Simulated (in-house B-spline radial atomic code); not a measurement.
**Mo⁵⁺: excited configurations in jj coupling**

Aim: the energies of several excited configurations of Mo⁵⁺ above a reference configuration, each from its own self-consistent run.

The numbers are computed with in-house B-spline radial atomic code version 1 (Dirac-Hartree-Fock, average of configuration, Fermi nucleus, basis-set limit), except any that are marked as measured or tabulated.

**1. What is computed**

| Item | Value |
| --- | --- |
| element | molybdenum (Z = 42) |
| charge | +5 |
| electrons | 37 |
| configuration | 1s2 2s2 2p6 3s2 3p6 3d10 4s2 4p6 4d-1 |
| Hamiltonian | Dirac-Coulomb |
| nucleus | Fermi, rms radius 4.409 fm |

In configurations, a minus sign after the shell means j = l − 1/2 and a plus sign j = l + 1/2; the count of electrons follows.

Settings of the run:

```ini
Z = 42
electrons = 37.0
configuration = 1s2 2s2 2p6 3s2 3p6 3d10 4s2 4p6 4d-1
hamiltonian = dirac
method = hf
spin_polarised = False
nucleus = fermi
rms_radius = 4.4091
mass_number = 98
atomic_mass = 97.905403609
speed_of_light = 137.035999084
```

This reference run was done before. Its total energy is -4042.183436 hartree, and its levels are (the highest eight at most):

```tsv
orbital	occupation	energy (eV)	<r> (bohr)
3p1/2	2	-502.33	0.4210
3p3/2	4	-483.91	0.4309
3d3/2	4	-318.88	0.4115
3d5/2	6	-315.08	0.4151
4s1/2	2	-142.86	1.083
4p1/2	2	-112.56	1.164
4p3/2	4	-108.39	1.186
4d3/2	1	-68.165	1.447
```

**2. 1s2 2s2 2p6 3s2 3p6 3d10 4s2 4p6 8d-1**

Settings of the run:

```ini
Z = 42
electrons = 37.0
configuration = 1s2 2s2 2p6 3s2 3p6 3d10 4s2 4p6 8d-1
hamiltonian = dirac
method = hf
spin_polarised = False
nucleus = fermi
rms_radius = 4.4091
mass_number = 98
atomic_mass = 97.905403609
speed_of_light = 137.035999084
```

**3. Run with 1s2 2s2 2p6 3s2 3p6 3d10 4s2 4p-2 4p+3 4d+1 5d-1**

Changes to the settings of step 2:

```diff
@@ -2,3 +2,3 @@
 electrons = 37.0
-configuration = 1s2 2s2 2p6 3s2 3p6 3d10 4s2 4p6 8d-1
+configuration = 1s2 2s2 2p6 3s2 3p6 3d10 4s2 4p-2 4p+3 4d+1 5d-1
 hamiltonian = dirac
```

**4. Run with 1s2 2s2 2p6 3s2 3p6 3d10 4s2 4p-1 4p+4 4d-1 8f+1**

Changes to the settings of step 3:

```diff
@@ -2,3 +2,3 @@
 electrons = 37.0
-configuration = 1s2 2s2 2p6 3s2 3p6 3d10 4s2 4p-2 4p+3 4d+1 5d-1
+configuration = 1s2 2s2 2p6 3s2 3p6 3d10 4s2 4p-1 4p+4 4d-1 8f+1
 hamiltonian = dirac
```

**5. Run with 1s2 2s2 2p6 3s2 3p6 3d-3 3d+6 4s2 4p6 4d-1 8g-1**

Changes to the settings of step 4:

```diff
@@ -2,3 +2,3 @@
 electrons = 37.0
-configuration = 1s2 2s2 2p6 3s2 3p6 3d10 4s2 4p-1 4p+4 4d-1 8f+1
+configuration = 1s2 2s2 2p6 3s2 3p6 3d-3 3d+6 4s2 4p6 4d-1 8g-1
 hamiltonian = dirac
```

**6. Configuration 1s2 2s2 2p6 3s2 3p6 3d10 4s2 4p-2 4p+3 4d+2**

Changes to the settings of step 5:

```diff
@@ -2,3 +2,3 @@
 electrons = 37.0
-configuration = 1s2 2s2 2p6 3s2 3p6 3d-3 3d+6 4s2 4p6 4d-1 8g-1
+configuration = 1s2 2s2 2p6 3s2 3p6 3d10 4s2 4p-2 4p+3 4d+2
 hamiltonian = dirac
```

**7. Run with 1s2 2s2 2p6 3s2 3p6 3d-4 3d+5 4s2 4p6 4d-1 7p+1**

Changes to the settings of step 6:

```diff
@@ -2,3 +2,3 @@
 electrons = 37.0
-configuration = 1s2 2s2 2p6 3s2 3p6 3d10 4s2 4p-2 4p+3 4d+2
+configuration = 1s2 2s2 2p6 3s2 3p6 3d-4 3d+5 4s2 4p6 4d-1 7p+1
 hamiltonian = dirac
```

**8. Run with 1s2 2s2 2p6 3s2 3p6 3d-4 3d+5 4s2 4p6 4d+1 8p-1**

Changes to the settings of step 7:

```diff
@@ -2,3 +2,3 @@
 electrons = 37.0
-configuration = 1s2 2s2 2p6 3s2 3p6 3d-4 3d+5 4s2 4p6 4d-1 7p+1
+configuration = 1s2 2s2 2p6 3s2 3p6 3d-4 3d+5 4s2 4p6 4d+1 8p-1
 hamiltonian = dirac
```

**Question.** How far above the reference does each configuration lie (order and size, in eV)?

The runs gave:

| net move | configuration | energy above the reference (eV) | with Breit, QED, recoil (eV) | largest <r> (bohr) |
| --- | --- | --- | --- | --- |
| 4d3/2, 4p3/2 → 2×4d5/2 | 1s2 2s2 2p6 3s2 3p6 3d10 4s2 4p-2 4p+3 4d+2 | 40.881 | 40.812 | 1.45 |
| 4d3/2 → 8d3/2 | 1s2 2s2 2p6 3s2 3p6 3d10 4s2 4p6 8d-1 | 57.389 | 57.396 | 11.4 |
| 4d3/2, 4p3/2 → 4d5/2, 5d3/2 | 1s2 2s2 2p6 3s2 3p6 3d10 4s2 4p-2 4p+3 4d+1 5d-1 | 75.271 | 75.218 | 3.28 |
| 4p1/2 → 8f7/2 | 1s2 2s2 2p6 3s2 3p6 3d10 4s2 4p-1 4p+4 4d-1 8f+1 | 103.43 | 103.35 | 13.8 |
| 3d5/2 → 7p3/2 | 1s2 2s2 2p6 3s2 3p6 3d-4 3d+5 4s2 4p6 4d-1 7p+1 | 289.34 | 289.36 | 7.00 |
| 3d5/2, 4d3/2 → 4d5/2, 8p1/2 | 1s2 2s2 2p6 3s2 3p6 3d-4 3d+5 4s2 4p6 4d+1 8p-1 | 294.98 | 294.99 | 9.86 |
| 3d3/2 → 8g7/2 | 1s2 2s2 2p6 3s2 3p6 3d-3 3d+6 4s2 4p6 4d-1 8g-1 | 302.61 | 302.52 | 14.2 |

**Reading.** The energies run from 40.881 eV (4d3/2, 4p3/2 → 2×4d5/2) to 302.61 eV (3d3/2 → 8g7/2). Koopmans' estimate of the ionisation threshold is 68.165 eV; 5 configurations exceed it by over 2 % and could autoionise. Two partly filled shells share a symmetry and can mix in the average, which may lower the energy, for: 3d5/2, 4d3/2 → 4d5/2, 8p1/2; 3d3/2 → 8g7/2. These are averages over configurations, without correlation, not spectroscopic levels.
